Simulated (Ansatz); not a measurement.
# C2H7Ge radical: up Jacob's ladder to CCSD(T)

The task here is to estimate one member of a computed series from the others.

Method: functionals in def2-TZVPP, the program's frozen cores in correlated methods; program: Ansatz 0.2.0, Gaussian basis.

The runs, in order: LDA (SPW92), PBE-D4, revPBE-D4, BLYP-D4, r2SCAN-D4, B97M-V, PBE0-D4, B3LYP-D4, r2SCANh-D4, r2SCAN0-D4, HSE06-D4, BHLYP-D4, CAM-B3LYP-D4, LC-ωPBE, ωB97X-V, ωB97M-V, B2PLYP, PBE-QIDH; CCSD(T)/def2-SVP; CCSD(T)/def2-TZVPP; MP2/def2-QZVPP; extrapolation to the limit; RPA on PBE.

### Structure used throughout

All runs share one geometry, relaxed beforehand with PBE0-D4 in a triple-zeta def2 set.

10 atoms, charge 0, spin multiplicity 2.

Atoms are counted from 1 here; the program's logs count them from 0.

Bond lengths: C1–Ge2 1.964 Å, C1–H4 1.094 Å, C1–H5 1.090 Å, C1–H6 1.091 Å, Ge2–C3 1.964 Å, Ge2–H7 1.553 Å, C3–H8 1.091 Å, C3–H9 1.094 Å, C3–H10 1.090 Å. Angles: Ge2–C1–H4 109.6°, Ge2–C1–H5 110.7°, Ge2–C1–H6 110.4°, H4–C1–H5 108.7°, H4–C1–H6 108.6°, H5–C1–H6 108.8°, C1–Ge2–C3 110.6°, C1–Ge2–H7 109.9°, C3–Ge2–H7 109.9°, Ge2–C3–H8 110.4°, Ge2–C3–H9 109.6°, Ge2–C3–H10 110.7°, H8–C3–H9 108.6°, H8–C3–H10 108.8°, H9–C3–H10 108.7°.

Coordinates:

| atom | x (Å) | y (Å) | z (Å) |
| --- | --- | --- | --- |
| C1 | -1.1965 | 0.8729 | -0.6597 |
| Ge2 | 0.7097 | 0.5053 | -0.3633 |
| C3 | 0.9422 | -0.8702 | 1.0189 |
| H4 | -1.7035 | -0.0447 | -0.9711 |
| H5 | -1.3273 | 1.6249 | -1.4380 |
| H6 | -1.6608 | 1.2329 | 0.2590 |
| H7 | 1.3716 | 0.0411 | -1.6889 |
| H8 | 0.5023 | -0.5399 | 1.9606 |
| H9 | 0.4458 | -1.7930 | 0.7059 |
| H10 | 1.9997 | -1.0804 | 1.1795 |

Set-up of the first run:

Input file in.yaml:

```yaml
crystal:
  periodic: [false, false, false]
  atoms:
    - {symbol: C, position_ang: [-1.196461, 0.872859, -0.659740]}
    - {symbol: Ge, position_ang: [0.709689, 0.505296, -0.363257]}
    - {symbol: C, position_ang: [0.942211, -0.870243, 1.018878]}
    - {symbol: H, position_ang: [-1.703480, -0.044692, -0.971090]}
    - {symbol: H, position_ang: [-1.327332, 1.624873, -1.437967]}
    - {symbol: H, position_ang: [-1.660798, 1.232947, 0.259049]}
    - {symbol: H, position_ang: [1.371578, 0.041149, -1.688888]}
    - {symbol: H, position_ang: [0.502252, -0.539926, 1.960574]}
    - {symbol: H, position_ang: [0.445825, -1.793025, 0.705882]}
    - {symbol: H, position_ang: [1.999715, -1.080441, 1.179458]}
basis:
  gaussian: {orbitals: def2-TZVPP}
magnetization: {spin_polarized: true, initial_magnetization: 1}
hamiltonian: {xc: lda}
output: {orbitals: {seedname: orbitals}}
```

Command:

```console
> ansatz run in.yaml --threads 4 --pin off --events-out ev --progress --plain --max-ram 10444MiB
```

Steps of the session up to this table: LDA; PBE-D4 (GGA); revPBE-D4 (GGA); BLYP-D4 (GGA); r2SCAN-D4 (meta-GGA); B97M-V (meta-GGA); PBE0-D4 (hybrid); B3LYP-D4 (hybrid); r2SCANh-D4 (hybrid); r2SCAN0-D4 (hybrid); HSE06-D4 (hybrid); BHLYP-D4 (hybrid); CAM-B3LYP-D4 (range-separated); LC-ωPBE (range-separated); ωB97X-V (range-separated); ωB97M-V (range-separated); B2PLYP (double hybrid); PBE-QIDH (double hybrid).

One of the session's tables, all rows but one given; the rest of the session is left out.

It belongs to the step «Orbital energies across the functionals». 

```
  functional  HOMO (eV)  LUMO (eV)  gap (eV)
 LDA (SPW92)      -4.43      -3.39      1.03
      PBE-D4      -4.42      -3.01      1.41
   revPBE-D4      -4.41      -2.87      1.54
     BLYP-D4      -4.22      -3.07      1.15
   r2SCAN-D4      -4.78      -2.61      2.17
      B97M-V      -4.57      -3.22      1.34
     PBE0-D4          ?          ?         ?
    B3LYP-D4      -5.25      -2.49      2.76
  r2SCANh-D4      -5.17      -2.29      2.89
  r2SCAN0-D4      -5.77      -1.81      3.97
    HSE06-D4      -5.13      -2.43      2.70
    BHLYP-D4      -6.42      -1.25      5.17
CAM-B3LYP-D4      -6.73      -1.17      5.55
     LC-ωPBE      -8.14       0.31      8.45
     ωB97X-V      -7.64      -0.19      7.45
     ωB97M-V      -7.49      -0.28      7.21
```

**Question.** Estimate the row for PBE0-D4.

**Answer.** HOMO (eV): -5.52; LUMO (eV): -2.05; gap (eV): 3.47. In the column «HOMO (eV)» it lies between r2SCAN0-D4 (-5.77) and B3LYP-D4 (-5.25).
